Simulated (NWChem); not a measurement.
# One shape, several levels: C2H6O2Si (SMILES CO[Si]OC)

We compute a comparison of 4 runs (HF/STO-3G, HF/3-21G, B3LYP/6-31G*) of C2H6O2Si. 

Program for the calculation: NWChem 7.3.0.

### 1 The system as given

C2H6O2Si: 11 atoms, total charge 0, spin state singlet. As SMILES, `CO[Si]OC`. Geometry: relaxed at PBE0-D4/def2-TZVP. This is one conformer, not always the lowest.

Bond lengths: C1–O2 1.407 Å, O2–Si3 1.642 Å, Si3–O4 1.642 Å, O4–C5 1.407 Å, C1–H6 1.094 Å, C1–H7 1.092 Å, C1–H8 1.093 Å, C5–H9 1.092 Å, C5–H10 1.094 Å, C5–H11 1.093 Å. Some angles: C1–O2–Si3 139.2°, O2–Si3–O4 108.4°, Si3–O4–C5 139.2°, O2–C1–H6 110.5°, O2–C1–H7 108.7°, O2–C1–H8 111.9°, O4–C5–H9 108.7°, O4–C5–H10 110.5°, O4–C5–H11 111.9°, H6–C1–H7 108.3°.

### 2 Energy and forces at HF/STO-3G (run 1)

c2h6o2si.xyz reads:

```xyz
11
C2H6O2Si
C     -1.295000     0.877800    -0.610600
O     -1.203700     0.944200     0.792100
Si    -0.176700     0.500400     1.994300
O      1.020600    -0.414300     1.340900
C      1.352900    -1.015400     0.112600
H     -1.763200    -0.060900    -0.920500
H     -1.917900     1.703900    -0.960200
H     -0.314400     0.957200    -1.087300
H      1.988100    -1.882100     0.307800
H      1.909200    -0.316500    -0.518300
H      0.465500    -1.351300    -0.430400
```

run.py reads:

```python
from ase.io import read
from ase.calculators.nwchem import NWChem

system = read('c2h6o2si.xyz')

calc = NWChem(
    label='c2h6o2si',
    theory='scf',
    memory='2200 mb',
    basis='STO-3G',
    basispar='spherical bse',
    scf={'nopen': '0', 'rhf': None, 'thresh': '1e-08', 'maxiter': '80', 'print': 'low'},
)
system.calc = calc

forces = system.get_forces()
e = system.get_potential_energy()
print(f"E = {e:.6f} eV")
print("forces (eV/A):")
for s, f in zip(system.symbols, forces):
    print(f"{s:2s} {f[0]:10.5f} {f[1]:10.5f} {f[2]:10.5f}")
```

On the command line:

```sh
export ASE_NWCHEM_COMMAND="nwchem PREFIX.nwi > PREFIX.nwo"
python run.py
```

Standard output:

```text
E = -13921.212407 eV
forces (eV/A):
C     0.45920   -0.27434    0.50882
O     0.12861    0.00437    0.62992
Si    0.02432   -0.06587   -0.25829
O    -0.23531    0.28889    0.52255
C    -0.53176    0.45431    0.23839
H    -0.01949   -0.05584   -0.32005
H    -0.05723    0.05440   -0.20996
H    -0.03384   -0.00355   -0.35671
H     0.08906   -0.14321   -0.14712
H     0.08104   -0.09539   -0.30437
H     0.09544   -0.16388   -0.30329
```

The calculator wrote c2h6o2si.nwi:

```
title "c2h6o2si"

permanent_dir c2h6o2si

scratch_dir c2h6o2si

start c2h6o2si

geometry units angstrom nocenter noautosym noautoz
  C  -1.2949999999999999e+00 8.7780000000000002e-01 -6.1060000000000003e-01
  O  -1.2037000000000000e+00 9.4420000000000004e-01 7.9210000000000003e-01
  Si -1.7670000000000000e-01 5.0039999999999996e-01 1.9943000000000000e+00
  O  1.0206000000000000e+00 -4.1430000000000000e-01 1.3409000000000000e+00
  C  1.3529000000000000e+00 -1.0154000000000001e+00 1.1260000000000001e-01
  H  -1.7632000000000001e+00 -6.0900000000000003e-02 -9.2049999999999998e-01
  H  -1.9178999999999999e+00 1.7039000000000000e+00 -9.6020000000000005e-01
  H  -3.1440000000000001e-01 9.5720000000000005e-01 -1.0872999999999999e+00
  H  1.9881000000000000e+00 -1.8821000000000001e+00 3.0780000000000002e-01
  H  1.9092000000000000e+00 -3.1650000000000000e-01 -5.1829999999999998e-01
  H  4.6550000000000002e-01 -1.3512999999999999e+00 -4.3040000000000000e-01
end

memory 2200 mb

basis spherical bse noprint
   * library STO-3G
end

scf
  nopen 0
  rhf
  thresh 1e-08
  maxiter 80
  print low
end

task scf gradient
```

c2h6o2si.nwo:

```text
Northwest Computational Chemistry Package (NWChem) 7.3.0
             --------------------------------------------------------

           Job information
           ---------------

    nwchem branch   = 7.3.0
    use scalapack   = T
    input           = c2h6o2si.nwi
    prefix          = c2h6o2si.
    data base       = c2h6o2si/c2h6o2si.db
    status          = startup
    nproc           =        1

           Memory information
           ------------------

[... 5 lines left out ...]
    hardfail = no
[... 114 lines left out ...]
       Final RHF  results
[... 3 lines left out ...]
      One-electron energy =  -1172.238187401559
[... 1 line left out ...]
 Nuclear repulsion energy =    231.964057696822
[... 3 lines left out ...]
                              NWChem Gradients Module
                              -----------------------

                         RHF ENERGY GRADIENTS

    atom               coordinates                        gradient
                 x          y          z           x          y          z
   1 C      -2.447195   1.658801  -1.153867   -0.008930   0.005335  -0.009895
   2 O      -2.274663   1.784279   1.496852   -0.002501  -0.000085  -0.012250
   3 Si     -0.333915   0.945619   3.768681   -0.000473   0.001281   0.005023
[... 7 lines of this table left out ...]
  11 H       0.879667  -2.553587  -0.813338   -0.001856   0.003187   0.005898

 Task  times  cpu:        5.9s     wall:        5.9s
 Total times  cpu:        6.0s     wall:        6.0s
```

It took 7.5 s on 1 thread of Intel Xeon Platinum 8375C at 2.90GHz (Ice Lake), shared host; peak memory 0.098 GiB.

### 3 Energy and forces at HF/3-21G (run 2)

nw.nw reads:

```
start nw
title "C2H6O2Si hf"
memory stack 880 mb heap 220 mb global 1100 mb

geometry noautosym nocenter noautoz
  C     -1.295000     0.877800    -0.610600
  O     -1.203700     0.944200     0.792100
  Si    -0.176700     0.500400     1.994300
  O      1.020600    -0.414300     1.340900
  C      1.352900    -1.015400     0.112600
  H     -1.763200    -0.060900    -0.920500
  H     -1.917900     1.703900    -0.960200
  H     -0.314400     0.957200    -1.087300
  H      1.988100    -1.882100     0.307800
  H      1.909200    -0.316500    -0.518300
  H      0.465500    -1.351300    -0.430400
end

basis spherical bse
  * library 3-21G
end

scf
  singlet
  rhf
  thresh 1e-08
  maxiter 80
end

task scf gradient
```

On the command line:

```sh
nwchem nw.nw > nw.out
```

Standard output:

```text
[...]
  functions       =    61
[...]
  wavefunction    = RHF
[...]
         Total SCF energy =   -515.140638572159
      One-electron energy =  -1171.917241582975
      Two-electron energy =    424.812545313993
 Nuclear repulsion energy =    231.964057696822
        Time for solution =      4.6s
[...]
                         RHF ENERGY GRADIENTS
    atom               coordinates                        gradient
                 x          y          z           x          y          z
   1 C      -2.447195   1.658801  -1.153867    0.008175  -0.003210   0.020925
   2 O      -2.274663   1.784279   1.496852   -0.002418   0.002627   0.004924
   3 Si     -0.333915   0.945619   3.768681    0.003858  -0.010713  -0.042257
   4 O       1.928654  -0.782913   2.533934    0.001444   0.000110   0.005930
   5 C       2.556610  -1.918828   0.212783   -0.011411   0.012481   0.015076
   6 H      -3.331965  -0.115084  -1.739493   -0.003319  -0.005957  -0.000160
   7 H      -3.624305   3.219904  -1.814515   -0.004645   0.006331  -0.001767
   8 H      -0.594130   1.808846  -2.054699    0.006512   0.000558  -0.000945
   9 H       3.756964  -3.556653   0.581658    0.004592  -0.006235   0.002279
  10 H       3.607865  -0.598098  -0.979445    0.003498   0.005218  -0.002319
  11 H       0.879667  -2.553587  -0.813338   -0.006285  -0.001210  -0.001686
[...]
```

Wall time 6.6 s (1 thread of Intel Xeon Platinum 8375C at 2.90GHz (Ice Lake), shared host); peak memory 0.1 GiB.

Run 3 isn't shown in full; the table further down has it.

### 4 Energy and forces at B3LYP/6-31G(d) (Cartesian functions) (run 4)

nw.nw reads:

```
start nw
title "C2H6O2Si B3LYP"
memory 2200 mb
charge 0

geometry units angstrom noautosym nocenter noautoz
C       -1.295000       0.877800      -0.610600
O       -1.203700       0.944200       0.792100
Si      -0.176700       0.500400       1.994300
O        1.020600      -0.414300       1.340900
C        1.352900      -1.015400       0.112600
H       -1.763200      -0.060900      -0.920500
H       -1.917900       1.703900      -0.960200
H       -0.314400       0.957200      -1.087300
H        1.988100      -1.882100       0.307800
H        1.909200      -0.316500      -0.518300
H        0.465500      -1.351300      -0.430400
end

basis
C library 6-31G*
O library 6-31G*
Si library 6-31G*
H library 6-31G*
end

dft
xc b3lyp
grid fine
convergence energy 1e-08
iterations 100
mulliken
end

task dft gradient
```

On the command line:

```sh
nwchem nw.nw > nw.out
```

Standard output:

```text
[...]
          Wavefunction type:  closed shell.
          No. of atoms     :    11
          No. of electrons :    48
[...]
          Charge           :     0
          Spin multiplicity:     1
[...]
          AO basis - number of functions:    91
[...]
              XC Information
              --------------
                         B3LYP Method XC Potential
                     Hartree-Fock (Exact) Exchange  0.200
                        Slater Exchange Functional  0.800 local
                    Becke 1988 Exchange Functional  0.720 non-local
              Lee-Yang-Parr Correlation Functional  0.810
                  VWN I RPA Correlation Functional  0.190 local
[...]
 d= 0,ls=0.0,diis     1   -519.7042087820 -7.52D+02  1.39D-02  9.00D-01     5.1
[...]
 d= 0,ls=0.0,diis     8   -519.7922692562 -1.25D-09  2.71D-06  1.02D-07    35.3
         Total DFT energy =     -519.792269256222
      One electron energy =    -1175.987874200066
           Coulomb energy =      475.492277575690
    Exchange-Corr. energy =      -51.260730328667
 Nuclear repulsion energy =      231.964057696822
[...]
      Total Density - Mulliken Population Analysis
     ---------------------------------------------
    Atom       Charge   Shell Charges
 -----------   ------   -------------------------------------------------------
    1 C    6     6.20   1.99  0.69  2.08  0.57  0.82  0.06
    2 O    8     8.52   1.99  0.90  2.95  0.89  1.77  0.03
    3 Si  14    13.46   2.00  1.99  5.96  1.24  1.21  0.63  0.27  0.16
    4 O    8     8.52   1.99  0.90  2.95  0.89  1.77  0.03
    5 C    6     6.20   1.99  0.69  2.08  0.57  0.82  0.06
    6 H    1     0.85   0.53  0.31
    7 H    1     0.84   0.53  0.31
    8 H    1     0.86   0.54  0.32
    9 H    1     0.84   0.53  0.31
   10 H    1     0.85   0.53  0.31
[...]
  wavefunction    = closed shell
[...]
```

It took 47 s on 1 thread of Intel Xeon Platinum 8375C at 2.90GHz (Ice Lake), shared host; peak memory 0.13 GiB.

### 5 Overview of the runs

```tsv
run	level	iteration cap	module	energy (Eh)	largest force (eV/Å)	wall time
1	HF/STO-3G	80	scf	-511.595124	0.739	7.5 s
2	HF/3-21G	80	scf	-515.140639	2.250	6.6 s
3	B3LYP/6-31G* (spherical functions)	100	dft	-519.786880	0.848	81 s
4	B3LYP/6-31G* (Cartesian functions)	100	dft	-519.792269	0.813	47 s
```

### 6 What came out

| quantity | value |
| --- | --- |
| run 4: total energy | -519.79227 Eh |
| run 4: dipole moment | 3.35 D |
| run 4: HOMO energy | -6.58 eV |
| run 4: LUMO energy | -0.85 eV |
| run 4: HOMO–LUMO gap | 5.74 eV |
| run 4: largest force on an atom | 0.813 eV/Å |

**Reading.** In run 1 the basis is minimal, so the values are rough. All runs together took 2.4 min, the longest 81 s.
